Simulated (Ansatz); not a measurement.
**The gallium atom: how energies converge with the basis set**

Aim: see how fast density functionals converge with the basis set for the gallium atom.

Method: one geometry, several basis sets; program: Ansatz 0.2.0, Gaussian basis.

The runs, in order: PBE0/def2-SVP; ωB97M-V/def2-SVP; PBE0/def2-QZVPP; ωB97M-V/def2-QZVPP; the functionals' def2-TZVPP values are taken from earlier runs.

## 1. The atom

SMILES `[Ga]`, 1 atom, charge 0, spin multiplicity 2.

## 2. PBE0 in def2-SVP

The input, in.yaml:

```yaml
crystal:
  periodic: [false, false, false]
  atoms:
    - {symbol: Ga, position_ang: [0.000000, 0.000000, 0.000000]}
basis:
  gaussian: {orbitals: def2-SVP}
magnetization: {spin_polarized: true, initial_magnetization: 1}
hamiltonian: {xc: pbe0}
output: {orbitals: {seedname: orbitals}}
```

The runs that follow: ωB97M-V in def2-SVP; PBE0 in def2-QZVPP; ωB97M-V in def2-QZVPP.

**Question.** What will the summary of the whole plan be? Wanted: PBE0: double and triple zeta above quadruple; ωB97M-V: double and triple zeta above quadruple.

**Answer**, as computed:

| quantity | value |
| --- | --- |
| PBE0: double and triple zeta above quadruple | 7.90, 1.19 eV |
| ωB97M-V: double and triple zeta above quadruple | 7.82, 1.15 eV |

What this shows: PBE0 gains 6.71 eV from double to triple zeta, then 1.19 eV more. These are total energies; as a rule much of such shifts cancels in differences, which this series doesn't test.
